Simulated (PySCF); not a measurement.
# H6N3Sm (Sm(NH2)3-): the cost of one run

Computed with PySCF 2.14.0. Level: several levels, as the steps say, no spin–orbit coupling.

1 further run of the same task is left out (for a known fault of the program).

### 1 The system as given

10 atoms, charge -1, spin multiplicity 1.

Bond lengths: Sm1–N2 2.444 Å, Sm1–N5 2.444 Å, Sm1–N8 2.445 Å, N2–H3 1.025 Å, N2–H4 1.025 Å, N5–H6 1.025 Å, N5–H7 1.025 Å, N8–H9 1.025 Å, N8–H10 1.025 Å. Angles: N2–Sm1–N5 119.4°, N2–Sm1–N8 120.3°, N5–Sm1–N8 120.3°, Sm1–N2–H3 129.1°, Sm1–N2–H4 127.9°, H3–N2–H4 103.0°, Sm1–N5–H6 127.9°, Sm1–N5–H7 129.1°, H6–N5–H7 103.0°, Sm1–N8–H9 128.5°, Sm1–N8–H10 128.5°, H9–N8–H10 103.0°.

As a file:

```xyz
10

Sm   -0.00506   -0.00876   -0.00001
N     2.43044    0.00930    0.20191
H     3.07575   -0.78019    0.30926
H     3.05369    0.82249    0.24036
N    -1.20702    2.10977   -0.19965
H    -0.81439    3.05619   -0.23622
H    -2.21330    2.27404   -0.30766
N    -1.22736   -2.12589   -0.00227
H    -0.85351   -3.07842   -0.06334
H    -2.23925   -2.27852    0.05761
```

Formal oxidation states: Sm +2. Each metal's 6 4f electrons lie in its core potential, so multiplicities, spins and levels count the valence alone. An earlier session relaxed this geometry at PBE0, Sm lcecp-0-SVP with ECP52, N def2-SVP, H def2-SVP (singlet, point group C2).

At PBE0 on the finer grid: E = -196.437561 Eh, frontier levels not given, since the 4f levels lie in the core, Mulliken charge on Sm1 +0.42 e, largest force component 0.012 eV/Å. 

Levels to run: wB97X; BLYP; PBE0, TZVP. Hardware: 2 threads of AMD EPYC 7R43 (Zen 3), shared host.

### 2 wB97X

Contents of run.py (the lines that set the calculation):

```python
mol = gto.M(atom='''
Sm    -0.00506    -0.00876    -0.00001
N      2.43044     0.00930     0.20191
H      3.07575    -0.78019     0.30926
H      3.05369     0.82249     0.24036
N     -1.20702     2.10977    -0.19965
H     -0.81439     3.05619    -0.23622
H     -2.21330     2.27404    -0.30766
N     -1.22736    -2.12589    -0.00227
H     -0.85351    -3.07842    -0.06334
H     -2.23925    -2.27852     0.05761''',
    basis={'Sm': 'lcecp-0-SVP', 'N': 'def2-SVP', 'H': 'def2-SVP'},
    ecp={'Sm': 'lcecp-0-SVP'},
    charge=-1, spin=0)
mf = dft.RKS(mol, xc='WB97X')
mf.grids.atom_grid = (75, 302)  # f atoms: unpruned, at least (60, 302)
mf = mf.density_fit()  # fitting sets: Sm AutoAux, N def2-universal-JKFIT, H def2-universal-JKFIT
mf.conv_tol = 1e-08; mf.max_cycle = 55
mf.kernel(dm0)  # dm0: the density of the relaxed state
```

Run with:

```console
$ OMP_NUM_THREADS=2 python run.py
```

**Question.** How long does this run take on 2 threads of AMD EPYC 7R43 (Zen 3), shared host?

About 9.4 s.
